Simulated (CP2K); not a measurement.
# Bi2Te3 (Tellurobismuthite) (R-3m) in CP2K: further runs, part 3 of 3

CP2K 2026.2. Earlier steps stand in the parts before.

## 6. Band structure, PBEsol

Input file bi2te3_bands.inp:

```
&GLOBAL
  PROJECT bi2te3_bands
  RUN_TYPE ENERGY_FORCE
  PRINT_LEVEL LOW
&END GLOBAL
&FORCE_EVAL
  METHOD QS
  STRESS_TENSOR ANALYTICAL
  &DFT
    BASIS_SET_FILE_NAME BASIS_MOLOPT_UZH
    POTENTIAL_FILE_NAME POTENTIAL_UZH
    &MGRID
      CUTOFF 450
      REL_CUTOFF 60
      NGRIDS 5
    &END MGRID
    &QS
      METHOD GPW
      EPS_DEFAULT 1.0E-9
    &END QS
    &KPOINTS
      SCHEME MONKHORST-PACK 7 7 7
      GAMMA_CENTERED T
      SYMMETRY T
      SYMMETRY_BACKEND SPGLIB
    &END KPOINTS
    &SCF
      SCF_GUESS ATOMIC
      EPS_SCF 1.0E-6
      MAX_SCF 100
      ADDED_MOS 16
      CHOLESKY OFF
      EPS_EIGVAL 1.0E-7
      &DIAGONALIZATION ON
        ALGORITHM STANDARD
      &END DIAGONALIZATION
      &MIXING ON
        METHOD BROYDEN_MIXING
        ALPHA 0.4
        BETA 1.5
        NBUFFER 8
      &END MIXING
      &SMEAR ON
        METHOD FERMI_DIRAC
        ELECTRONIC_TEMPERATURE [K] 116.045
      &END SMEAR
    &END SCF
    &XC
      &XC_FUNCTIONAL
        &GGA_X_PBE_SOL
        &END GGA_X_PBE_SOL
        &GGA_C_PBE_SOL
        &END GGA_C_PBE_SOL
      &END XC_FUNCTIONAL
    &END XC
    &PRINT
      &KPOINTS ON
      &END KPOINTS
      &MULLIKEN ON
      &END MULLIKEN
      &MO ON
        ENERGIES T
        OCCUPATION_NUMBERS T
        &EACH
          QS_SCF 0
        &END EACH
        ADD_LAST NUMERIC
      &END MO
      &BAND_STRUCTURE
        FILE_NAME bands.bs
        ADDED_MOS 4
        &KPOINT_SET
          UNITS B_VECTOR
          NPOINTS 8
          SPECIAL_POINT GAMMA 0.00000000 0.00000000 0.00000000
          SPECIAL_POINT L 0.50000000 0.00000000 0.00000000
          SPECIAL_POINT B1 0.50000000 0.17700839 -0.17700839
        &END KPOINT_SET
        &KPOINT_SET
          UNITS B_VECTOR
          NPOINTS 8
          SPECIAL_POINT B 0.82299161 0.50000000 0.17700839
          SPECIAL_POINT Z 0.50000000 0.50000000 0.50000000
          SPECIAL_POINT GAMMA 0.00000000 0.00000000 0.00000000
          SPECIAL_POINT X 0.33850420 0.00000000 -0.33850420
        &END KPOINT_SET
        &KPOINT_SET
          UNITS B_VECTOR
          NPOINTS 8
          SPECIAL_POINT Q 0.66149580 0.33850420 0.00000000
          SPECIAL_POINT F 0.50000000 0.50000000 0.00000000
          SPECIAL_POINT P1 0.66149580 0.66149580 0.17700839
          SPECIAL_POINT Z 0.50000000 0.50000000 0.50000000
        &END KPOINT_SET
        &KPOINT_SET
          UNITS B_VECTOR
          NPOINTS 8
          SPECIAL_POINT L 0.50000000 0.00000000 0.00000000
          SPECIAL_POINT P 0.82299161 0.33850420 0.33850420
        &END KPOINT_SET
      &END BAND_STRUCTURE
    &END PRINT
  &END DFT
  &SUBSYS
    &CELL
      A 10.4763118882 0.0000000000 0.0000000000
      B 9.5581931740 4.2888289808 0.0000000000
      C 9.5581931740 2.0461426804 3.7692644054
      PERIODIC XYZ
    &END CELL
    &COORD
      SCALED
      Bi  0.6000000000 0.6000000000 0.6000000000
      Bi  0.4000000000 0.4000000000 0.4000000000
      Te  0.7905000000 0.7905000000 0.7905000000
      Te  0.2095000000 0.2095000000 0.2095000000
      Te  0.0000000000 0.0000000000 0.0000000000
    &END COORD
    &KIND Bi
      BASIS_SET TZVP-MOLOPT-PBE-GTH-q5
      POTENTIAL GTH-PBE-q5
    &END KIND
    &KIND Te
      BASIS_SET TZVP-MOLOPT-PBE-GTH-q6
      POTENTIAL GTH-PBE-q6
    &END KIND
    &PRINT
      &ATOMIC_COORDINATES ON
      &END ATOMIC_COORDINATES
      &CELL ON
      &END CELL
    &END PRINT
  &END SUBSYS
  &PRINT
    &FORCES ON
    &END FORCES
    &STRESS_TENSOR ON
    &END STRESS_TENSOR
  &END PRINT
&END FORCE_EVAL
```

Potentials or basis: POTENTIAL_UZH Bi GTH-PBE-q5, Te GTH-PBE-q6; TZVP-MOLOPT-PBE-GTH basis.

Command:

```console
$ OMP_NUM_THREADS=1 mpirun -n 4 cp2k.psmp -i bi2te3_bands.inp -o bi2te3_bands.out
```

bi2te3_bands.out:

```text

 CP2K| version string:                                       CP2K version 2026.2
 CP2K| Input file name                                          bi2te3_bands.inp

 GLOBAL| Force Environment number                                              1
 GLOBAL| Basis set file name                                    BASIS_MOLOPT_UZH
 GLOBAL| Potential file name                                       POTENTIAL_UZH
 GLOBAL| MM Potential file name                                     MM_POTENTIAL
 GLOBAL| Coordinate file name                                      __STD_INPUT__
 GLOBAL| Method name                                                        CP2K
 GLOBAL| Project name                                               bi2te3_bands
 GLOBAL| Run type                                                   ENERGY_FORCE
 GLOBAL| FFT library                                                       FFTW3
 GLOBAL| Diagonalization library                                       ScaLAPACK
 GLOBAL| Cholesky decomposition library                                ScaLAPACK
 GLOBAL| DGEMM library                                                      BLAS
 GLOBAL| Direct generalized diagonalization requested                          F
 GLOBAL| Matrix multiplication library                                 ScaLAPACK
 GLOBAL| Global print level                                                  LOW
 GLOBAL| Total number of message passing processes                             4
 GLOBAL| Number of threads for this process                                    1
 GLOBAL| CPU model name                                                  UNKNOWN

 CELL| Volume [angstrom^3]:                                           169.357234
 CELL| Vector a [angstrom]:      10.476     0.000     0.000   |a| =    10.476312
 CELL| Vector b [angstrom]:       9.558     4.289     0.000   |b| =    10.476312
 CELL| Vector c [angstrom]:       9.558     2.046     3.769   |c| =    10.476312
 CELL| Angle (b,c), alpha [degree]:                                    24.166112
 CELL| Angle (a,c), beta  [degree]:                                    24.166112
 CELL| Angle (a,b), gamma [degree]:                                    24.166112
 CELL| Numerically orthorhombic:                                              NO
 CELL| Periodicity                                                           XYZ

 CELL_REF| Volume [angstrom^3]:                                       169.357234
 CELL_REF| Vector a [angstrom    10.476     0.000     0.000   |a| =    10.476312
 CELL_REF| Vector b [angstrom     9.558     4.289     0.000   |b| =    10.476312
 CELL_REF| Vector c [angstrom     9.558     2.046     3.769   |c| =    10.476312
 CELL_REF| Angle (b,c), alpha [degree]:                                24.166112
 CELL_REF| Angle (a,c), beta  [degree]:                                24.166112
 CELL_REF| Angle (a,b), gamma [degree]:                                24.166112
 CELL_REF| Numerically orthorhombic:                                          NO
 CELL_REF| Periodicity                                                       XYZ

[... 8 lines left out ...]
 TOTAL NUMBERS AND MAXIMUM NUMBERS

  Total number of            - Atomic kinds:                                   2
                             - Atoms:                                          5
                             - Shell sets:                                     5
                             - Shells:                                        35
                             - Primitive Cartesian functions:                 22
                             - Cartesian basis functions:                     90
                             - Spherical basis functions:                     85

  Maximum angular momentum of- Orbital basis functions:                        2
                             - Local part of the GTH pseudopotential:          0
                             - Non-local part of the GTH pseudopotential:      4

 MODULE QUICKSTEP: ATOMIC COORDINATES IN ANGSTROM

   Atom Kind Element         X             Y             Z       Z(eff)     Mass
      1    1 Bi   83     17.755619      3.800983      2.261559   5.0000 208.9804
      2    1 Bi   83     11.837079      2.533989      1.507706   5.0000 208.9804
      3    2 Te   52     23.393028      5.007795      2.979604   6.0000 127.6000
      4    2 Te   52      6.199670      1.327177      0.789661   6.0000 127.6000
[... 111 lines left out ...]

  Electronic density on regular grids:        -27.9999999989        0.0000000011
  Core density on regular grids:               27.9999999178       -0.0000000822
  Total charge density on r-space grids:       -0.0000000811
  Total charge density g-space grids:          -0.0000000811

  Overlap energy of the core charge distribution:               0.00000000018763
  Self energy of the core charge distribution:                -75.83132530304096
  Core Hamiltonian energy:                                     15.08005526401763
  Hartree energy:                                              33.32884146066115
  Exchange-correlation energy:                                 -8.01559860316118
  Electronic entropic energy:                                  -0.00000000166167
  Fermi energy:                                                 0.17570673021762

  Total energy:                                               -35.43802718299750
  Total energy (extrapolated to T->0):                        -35.43802718216667

 MO| EIGENVALUES AND OCCUPATION NUMBERS FOR K POINT 1
 MO|
 MO|  Index      Eigenvalue [a.u.]        Eigenvalue [eV]             Occupation
 MO|      1              -0.317303              -8.634258               2.000000
 MO|      2              -0.305777              -8.320605               2.000000
 MO|      3              -0.233355              -6.349908               2.000000
 MO|      4              -0.186528              -5.075678               2.000000
 MO|      5              -0.114266              -3.109336               2.000000
 MO|      6               0.065951               1.794612               2.000000
[... 391 lines left out ...]
 MO|     29               0.575555              15.661642               0.000000
 MO|     30               0.595739              16.210879               0.000000
 MO| Sum:                                                              28.000000
 MO| E(Fermi):            0.175707 a.u.          4.781223 eV
 MO| Band gap:            0.061014 a.u.          1.660286 eV

 !-----------------------------------------------------------------------------!
                     Mulliken Population Analysis

 #  Atom  Element  Kind  Atomic population                           Net charge
       1     Bi       1          4.592162                              0.407838
       2     Bi       1          4.592161                              0.407839
       3     Te       2          6.194432                             -0.194432
       4     Te       2          6.194432                             -0.194432
       5     Te       2          6.426813                             -0.426813
 # Total charge                             28.000000                 -0.000000

 !-----------------------------------------------------------------------------!

 KPOINTS| Band Structure Calculation
 KPOINTS| Number of k-point sets                                               4
 KPOINTS| Number of added MOs/bands                                            4
 KPOINTS| Number of k-points in set    1                                      17
 KPOINTS| In units of b-vector [2pi/Bohr]
 KPOINTS| Special point     1       GAMMA     0.000000     0.000000     0.000000
 KPOINTS| Special point     2           L     0.500000     0.000000     0.000000
 KPOINTS| Special point     3          B1     0.500000     0.177008    -0.177008
 KPOINTS| Number of k-points in set    2                                      25
 KPOINTS| In units of b-vector [2pi/Bohr]
 KPOINTS| Special point     1           B     0.822992     0.500000     0.177008
 KPOINTS| Special point     2           Z     0.500000     0.500000     0.500000
 KPOINTS| Special point     3       GAMMA     0.000000     0.000000     0.000000
 KPOINTS| Special point     4           X     0.338504     0.000000    -0.338504
 KPOINTS| Number of k-points in set    3                                      25
 KPOINTS| In units of b-vector [2pi/Bohr]
 KPOINTS| Special point     1           Q     0.661496     0.338504     0.000000
 KPOINTS| Special point     2           F     0.500000     0.500000     0.000000
 KPOINTS| Special point     3          P1     0.661496     0.661496     0.177008
 KPOINTS| Special point     4           Z     0.500000     0.500000     0.500000
 KPOINTS| Number of k-points in set    4                                       9
 KPOINTS| In units of b-vector [2pi/Bohr]
 KPOINTS| Special point     1           L     0.500000     0.000000     0.000000
 KPOINTS| Special point     2           P     0.822992     0.338504     0.338504

 ENERGY| Total FORCE_EVAL ( QS ) energy [hartree]            -35.438010297315280

 FORCES| Atomic forces [hartree/bohr]
 FORCES|   Atom     x               y               z               |f|
 FORCES|      1  1.58783744E-03  3.39902919E-04  2.02305809E-04   1.63636468E-03
 FORCES|      2 -1.58784127E-03 -3.39939297E-04 -2.02162425E-04   1.63635824E-03
 FORCES|      3  2.86875045E-03  6.14156688E-04  3.65324830E-04   2.95641334E-03
 FORCES|      4 -2.86868581E-03 -6.14153965E-04 -3.65411746E-04   2.95636079E-03
 FORCES|      5 -6.08096921E-08  3.36563122E-08 -5.64680931E-08   8.95500504E-08
 FORCES| Sum     6.75761028E-13  2.80666936E-13 -2.29832751E-13
 FORCES| Total atomic force                                       7.66974569E-13

 STRESS| Analytical stress tensor [bar]
 STRESS|                        x                   y                   z
 STRESS|      x        1.13111073591E+04  -4.35094041014E+02  -2.58973752188E+02
 STRESS|      y       -4.35094041014E+02   1.32507925071E+04  -5.52808135557E+01
 STRESS|      z       -2.58973752188E+02  -5.52808135557E+01   1.33107456809E+04
 STRESS| 1/3 Trace                                             1.26242151824E+04
 STRESS| Determinant                                           1.99157415669E+12

 STRESS| Eigenvectors and eigenvalues of the analytical stress tensor [bar]
 STRESS|                        1                   2                   3
 STRESS| Eigenvalues   1.11849941522E+04   1.33436542351E+04   1.33439971597E+04
 STRESS|      x           0.970354208280     -0.005590063464     -0.241622560338
 STRESS|      y           0.207681902142     -0.492048710497      0.845432607616
 STRESS|      z           0.123616091172      0.870549721549      0.476300581896
```

It took 50 s on 4 MPI ranks of Arm Neoverse V1, shared host.

Results:

```
Free energy             : -964.3173 eV
Pressure                : 1.3 GPa
Largest force           : 0.152 eV/Å
Band gap along the path : 0.21 eV, direct
Mulliken charges        : Bi +0.41; Te -0.19, -0.43 e
```

Forces on the atoms (eV/Å):
```
Bi   0.082  0.017  0.010
Bi  -0.082 -0.017 -0.010
Te   0.148  0.032  0.019
Te  -0.148 -0.032 -0.019
Te   0.000  0.000  0.000
```

Levels at the corners of the path, in eV from the valence-band top:
| point | band 11 | band 12 | band 13 | band 14 | band 15 | band 16 | band 17 | band 18 |
| --- | --- | --- | --- | --- | --- | --- | --- | --- |
| Γ | -1.76 | -0.99 | -0.99 | 0.00 | 0.21 | 0.61 | 0.61 | 2.04 |
| L | -3.01 | -2.55 | -1.04 | -0.56 | 0.50 | 1.02 | 2.76 | 2.97 |
| B1 | -2.69 | -2.07 | -1.07 | -0.83 | 1.17 | 1.42 | 2.55 | 3.28 |
| B | -2.69 | -2.07 | -1.07 | -0.83 | 1.17 | 1.42 | 2.55 | 3.28 |
| Z | -1.48 | -1.27 | -1.27 | -0.50 | 0.81 | 1.11 | 1.11 | 1.66 |
| Γ | -1.76 | -0.99 | -0.99 | 0.00 | 0.21 | 0.61 | 0.61 | 2.04 |
| X | -3.11 | -1.75 | -1.46 | -0.71 | 1.04 | 2.01 | 2.05 | 3.70 |
| Q | -3.11 | -1.75 | -1.46 | -0.71 | 1.04 | 2.01 | 2.05 | 3.70 |
| F | -2.11 | -1.91 | -1.68 | -1.04 | 0.78 | 1.53 | 2.04 | 2.70 |
| P1 | -2.58 | -1.49 | -1.42 | -1.33 | 1.11 | 1.30 | 1.66 | 2.76 |
| Z | -1.48 | -1.27 | -1.27 | -0.50 | 0.81 | 1.11 | 1.11 | 1.66 |
| L | -3.01 | -2.55 | -1.04 | -0.56 | 0.50 | 1.02 | 2.76 | 2.97 |
| P | -2.58 | -1.49 | -1.42 | -1.33 | 1.11 | 1.30 | 1.66 | 2.76 |

Caveat: Mulliken charges move with the basis; the potentials were made for another functional, which shifts forces and pressure; spin-orbit coupling is left out, which moves the levels of the heavy elements; the basis of atomic orbitals isn't converged, which shifts pressures, moduli and gaps.

## 7. The runs side by side

| level | potentials or basis | smearing | EPS_DEFAULT | NGRIDS | points a segment of the path (NPOINTS) | bands added on the path | MPI ranks | gap on the mesh (eV) | pressure (GPa) | largest force (eV/Å) |
| --- | --- | --- | --- | --- | --- | --- | --- | --- | --- | --- |
| PBEsol | POTENTIAL_UZH Bi GTH-PBE-q5, Te GTH-PBE-q6; TZVP-MOLOPT-PBE-GTH basis | fermi-dirac 0.1 eV | 1.0E-9 | 4 | 10 | 2 | 3 | 0.21 | 1.3 | 0.15 |
| LDA | GTH_POTENTIALS Bi GTH-PADE-q5, Te GTH-PADE-q6; TZVP-MOLOPT-PBE-GTH basis | fermi-dirac 0.1 eV | 1.0E-9 | 5 | 6 | 6 | 3 | 0.23 | -1.4 | 0.18 |
| r2SCAN | POTENTIAL_UZH Bi GTH-SCAN-q5, Te GTH-SCAN-q6; TZVP-MOLOPT-SCAN-GTH basis | fermi-dirac 0.05 eV | 1.0E-9 | 4 | 6 | 4 | 3 | 0.43 | 0.4 | 0.37 |
| PBE | POTENTIAL_UZH Bi GTH-PBE-q5, Te GTH-PBE-q6; TZVP-MOLOPT-PBE-GTH basis | fermi-dirac 0.0259 eV | 1.0E-10 | 4 | 6 | 6 | 3 | 0.27 | 2.5 | 0.05 |
| PBEsol | POTENTIAL_UZH Bi GTH-PBE-q5, Te GTH-PBE-q6; TZVP-MOLOPT-PBE-GTH basis | fermi-dirac 0.01 eV | 1.0E-9 | 5 | 8 | 4 | 4 | - | 1.3 | 0.15 |

Alike in all rows: task band structure; no spin polarisation; cell as given; k mesh 7 × 7 × 7.

Caveats: the basis of atomic orbitals isn't converged, which shifts pressures, moduli and gaps; spin-orbit coupling is left out, which as a rule narrows the gap of such compounds by several tenths of an eV (some runs); the potentials were made for another functional, which shifts forces and pressure (some runs); spin-orbit coupling is left out, which moves the levels of the heavy elements (some runs).

Absolute energies hang on the potentials; compare differences alone.

## 8. Comparison with measurements

Step 2. A measured gap of Bi2Te3 is 0.17 eV (quoted in “Vacancy and Antisite-Induced Ferromagnetism in Liquid-Phase Exfoliated Bi2Te3”, 2024, arxiv:2412.10539); the calculated 0.21 eV misses it by +0.04 eV. Spin-orbit coupling on Bi, Te is left out. The value is that of PBEsol in an atomic basis (POTENTIAL_UZH Bi GTH-PBE-q5, Te GTH-PBE-q6; TZVP-MOLOPT-PBE-GTH basis), whose error adds to the functional's,, without temperature or zero-point motion.

Step 3. Against the measured gap of Bi2Te3, 0.17 eV (quoted in “Vacancy and Antisite-Induced Ferromagnetism in Liquid-Phase Exfoliated Bi2Te3”, 2024, arxiv:2412.10539), the calculated 0.23 eV is off by +0.06 eV. Spin-orbit coupling on Bi, Te is left out. The value is that of LDA in an atomic basis (GTH_POTENTIALS Bi GTH-PADE-q5, Te GTH-PADE-q6; TZVP-MOLOPT-PBE-GTH basis), whose error adds to the functional's,, without temperature or zero-point motion.

Step 4. Measured gap of Bi2Te3: 0.17 eV (quoted in “Vacancy and Antisite-Induced Ferromagnetism in Liquid-Phase Exfoliated Bi2Te3”, 2024, arxiv:2412.10539). This calculation gives 0.43 eV (+0.26 eV). Spin-orbit coupling on Bi, Te is left out. The value is that of r2SCAN in an atomic basis (POTENTIAL_UZH Bi GTH-SCAN-q5, Te GTH-SCAN-q6; TZVP-MOLOPT-SCAN-GTH basis), whose error adds to the functional's,, without temperature or zero-point motion.

Step 5. Measured gap of Bi2Te3: 0.17 eV (quoted in “Vacancy and Antisite-Induced Ferromagnetism in Liquid-Phase Exfoliated Bi2Te3”, 2024, arxiv:2412.10539). This calculation gives 0.27 eV (+0.10 eV). Spin-orbit coupling on Bi, Te is left out. The value is that of PBE in an atomic basis (POTENTIAL_UZH Bi GTH-PBE-q5, Te GTH-PBE-q6; TZVP-MOLOPT-PBE-GTH basis), whose error adds to the functional's,, without temperature or zero-point motion.

Step 6. Measured gap of Bi2Te3: 0.17 eV (quoted in “Vacancy and Antisite-Induced Ferromagnetism in Liquid-Phase Exfoliated Bi2Te3”, 2024, arxiv:2412.10539). This calculation gives 0.21 eV (+0.04 eV). Spin-orbit coupling on Bi, Te is left out. The value is that of PBEsol in an atomic basis (POTENTIAL_UZH Bi GTH-PBE-q5, Te GTH-PBE-q6; TZVP-MOLOPT-PBE-GTH basis), whose error adds to the functional's,, without temperature or zero-point motion.
